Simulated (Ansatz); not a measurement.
Run this with Ansatz 0.2.0 through its Python package and show what comes out.

The script, `ch2fi_dimer.py`:
```python
"""Interaction energy of two CH2FI molecules, with the counterpoise correction."""

from dataclasses import dataclass

import ansatz as az


@dataclass(frozen=True)
class RunConfig:
    basis_set: str = "def2-SVPD"
    method: str = "MP2"


cfg = RunConfig()

FIRST = [
    ("F", (1.169, 0.6931, -0.1802)),
    ("C", (0.083, -0.0984, 0.1056)),
    ("I", (-1.669, 0.6097, -0.875)),
    ("H", (0.4399, -1.0893, -0.2267)),
    ("H", (-0.0229, -0.1152, 1.1764)),
]
SECOND = [
    ("F", (-3.0877, 1.3146, -5.0215)),
    ("C", (-2.4038, 1.7118, -3.898)),
    ("I", (-0.3774, 2.1808, -4.3521)),
    ("H", (-3.0184, 2.5634, -3.5564)),
    ("H", (-2.4909, 0.9172, -3.1775)),
]

def energy(atoms, ghosts=()):
    molecule = az.Crystal.molecule()
    for symbol, xyz in atoms:
        molecule = molecule.atom(symbol, xyz)
    calc = (
        molecule.calculation()
        .basis(gaussian=cfg.basis_set)
        .correlation(cfg.method)
    )
    deck = calc.input()
    if ghosts:
        deck = deck.set(az.key.basis.gaussian.ghost_atoms, [{"symbol": s, "position_ang": list(xyz)} for s, xyz in ghosts])
    return az.Session.from_dict(deck).plan().execute().report["free_energy_ev"]

# monomers in their own basis and in the basis of the dimer
both = energy(FIRST + SECOND)
alone = energy(FIRST) + energy(SECOND)
ghosted = energy(FIRST, SECOND) + energy(SECOND, FIRST)
print(f"dimer {both:.6f} eV")
print(f"interaction, uncorrected   {23.060548 * (both - alone):8.3f} kcal/mol")
print(f"interaction, counterpoise  {23.060548 * (both - ghosted):8.3f} kcal/mol")
print(f"basis-set superposition    {23.060548 * (alone - ghosted):8.3f} kcal/mol")
```

```console
$ python ch2fi_dimer.py
dimer -23699.336935 eV
interaction, uncorrected      2.287 kcal/mol
interaction, counterpoise     5.267 kcal/mol
basis-set superposition       2.980 kcal/mol
```

Uncorrected it is 2.287 kcal/mol, with the counterpoise correction 5.267 kcal/mol; the difference, 2.980 kcal/mol, is the superposition error. In this basis both values are repulsive.

Caveats:
- Total energies depend on the basis set; only differences at equal settings carry meaning.
- The dimer is a generated trial pose of unrelaxed monomers, not a minimum, so the figure is no binding energy, and the basis set is small.
- def2 sets replace the cores of elements past krypton by effective core potentials.
- Wall time of the script: 35 s on 1 thread of Arm Neoverse V2, on a shared host, peak memory 0.63 GiB.
